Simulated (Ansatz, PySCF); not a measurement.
**Tl2O2F2 in two programs**

Tl2O2F2 (singlet), relaxed with PySCF 2.14.0, RKS PBE0, Tl def2-SVP with ECP60, O def2-SVP, F def2-SVP; non-relativistic Hamiltonian with scalar-relativistic core potentials where named; density fitting; no spin-orbit coupling:

```xyz
6

Tl    0.1885    0.0000    1.5452
Tl   -0.1885    0.0000   -1.5452
O     1.4436    0.0000   -0.0447
O    -1.4436    0.0000    0.0447
F    -0.3278    0.0000    3.4739
F     0.3278    0.0000   -3.4739
```

There the HOMO–LUMO gap is 4.04 eV. 

The same geometry by Ansatz 0.2.0 (PBE, PAW, a periodic box with 9 Å of vacuum):

```csv
spin-orbit coupling,gap (eV),largest force component (eV/Å)
without,2.01,0.21
```

**Question.** What does the run with spin-orbit coupling give?

**Answer.** gap (eV): 2.04, largest force component (eV/Å): 0.10. It took 22 s on 2 threads of Arm Neoverse V1 (shared host), peak memory 2.2 GiB.

The spin-orbit runs use fully relativistic datasets of their own, so changes of a few hundredths of an eV needn't come from the coupling.

The two programs differ in functional, so their gaps don't test each other.
